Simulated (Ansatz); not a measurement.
# C5H15FN2SeTi: how energies converge with the basis set

One table from this session's results is given with a row withheld; the runs are named, their logs left out.

The runs use Ansatz 0.2.0, Gaussian basis; one geometry, several basis sets.

The runs, in order: PBE0-D4/def2-SVP; ωB97M-V/def2-SVP; PBE0-D4/def2-QZVPP; ωB97M-V/def2-QZVPP; the functionals' def2-TZVPP values are taken from earlier runs.

## Structure used throughout

An earlier PBE0-D4 in a triple-zeta def2 set relaxation fixed the geometry.

SMILES `C[Se][Ti]([F])([N](C)C)[N](C)C`, 25 atoms, charge 0, spin multiplicity 1.

Atoms are counted from 1 here; the program's logs count them from 0.

Bond lengths: C1–Se2 1.965 Å, C1–H11 1.088 Å, C1–H12 1.089 Å, C1–H13 1.089 Å, Se2–Ti3 2.443 Å, Ti3–F4 1.783 Å, Ti3–N5 1.863 Å, Ti3–N8 1.870 Å, N5–C6 1.446 Å, N5–C7 1.438 Å, C6–H14 1.098 Å, C6–H15 1.094 Å, C6–H16 1.098 Å, C7–H17 1.099 Å, C7–H18 1.091 Å, C7–H19 1.098 Å, N8–C9 1.442 Å, N8–C10 1.443 Å and more. Angles: Se2–C1–H11 110.2°, Se2–C1–H12 110.2°, Se2–C1–H13 107.4°, H11–C1–H12 110.2°, H11–C1–H13 109.4°, H12–C1–H13 109.5°, C1–Se2–Ti3 97.6°, Se2–Ti3–F4 112.1°, Se2–Ti3–N5 99.9°, Se2–Ti3–N8 107.1°, F4–Ti3–N5 114.0°, F4–Ti3–N8 111.1°, N5–Ti3–N8 112.0°, Ti3–N5–C6 115.9°, Ti3–N5–C7 130.5°, C6–N5–C7 113.5°, N5–C6–H14 111.2°, N5–C6–H15 110.9° and more.

The first run:

The input, in.yaml:

```yaml
crystal:
  periodic: [false, false, false]
  atoms:
    - {symbol: C, position_ang: [-1.124218, -2.262522, -2.328642]}
    - {symbol: Se, position_ang: [-0.347501, -0.459529, -2.419637]}
    - {symbol: Ti, position_ang: [-0.732028, 0.174727, -0.092260]}
    - {symbol: F, position_ang: [-2.462536, 0.132230, 0.336912]}
    - {symbol: N, position_ang: [0.004536, 1.885972, -0.101138]}
    - {symbol: C, position_ang: [-0.861314, 2.943784, -0.572130]}
    - {symbol: C, position_ang: [1.320522, 2.339031, 0.259675]}
    - {symbol: N, position_ang: [0.255526, -1.006439, 0.969071]}
    - {symbol: C, position_ang: [1.637335, -1.332036, 0.718372]}
    - {symbol: C, position_ang: [-0.307136, -1.714565, 2.094003]}
    - {symbol: H, position_ang: [-2.181949, -2.204019, -2.079453]}
    - {symbol: H, position_ang: [-0.596480, -2.861375, -1.588526]}
    - {symbol: H, position_ang: [-1.009391, -2.716592, -3.311635]}
    - {symbol: H, position_ang: [-1.000566, 3.715314, 0.196585]}
    - {symbol: H, position_ang: [-1.848088, 2.552121, -0.836185]}
    - {symbol: H, position_ang: [-0.445303, 3.423031, -1.467622]}
    - {symbol: H, position_ang: [1.274340, 3.087918, 1.062094]}
    - {symbol: H, position_ang: [1.934017, 1.508018, 0.609828]}
    - {symbol: H, position_ang: [1.827226, 2.801539, -0.597928]}
    - {symbol: H, position_ang: [1.764708, -2.412546, 0.564062]}
    - {symbol: H, position_ang: [2.277146, -1.038876, 1.562660]}
    - {symbol: H, position_ang: [1.996213, -0.828949, -0.181751]}
    - {symbol: H, position_ang: [-1.357962, -1.451612, 2.231684]}
    - {symbol: H, position_ang: [-0.244635, -2.801895, 1.949312]}
    - {symbol: H, position_ang: [0.227537, -1.472720, 3.022630]}
basis:
  gaussian: {orbitals: def2-SVP}
hamiltonian: {xc: pbe0, dispersion: d4}
output: {orbitals: {seedname: orbitals}}
```

The run is started by

```bash
$ ansatz run in.yaml --threads 11 --pin off --events-out ev --progress --plain --max-ram 166912MiB --backend cpu
```

Among the steps run: PBE0-D4 in def2-SVP; ωB97M-V in def2-SVP; PBE0-D4 in def2-QZVPP; ωB97M-V in def2-QZVPP.

One table of the session follows, with a row left open; its other results are not shown here.

It belongs to the step «Density functionals: the series». 

| functional | basis | HOMO (eV) |
| --- | --- | --- |
| PBE0-D4 | def2-SVP | -5.91 |
| PBE0-D4 | def2-TZVPP | -6.05 |
| PBE0-D4 | def2-QZVPP | -6.06 |
| ωB97M-V | def2-SVP | -8.02 |
| ωB97M-V | def2-TZVPP | -8.17 |
| ωB97M-V | def2-QZVPP | ? |

Estimate the missing values for ωB97M-V, def2-QZVPP.

**Answer.** HOMO (eV): -8.18. In the column «HOMO (eV)» it is the lowest.
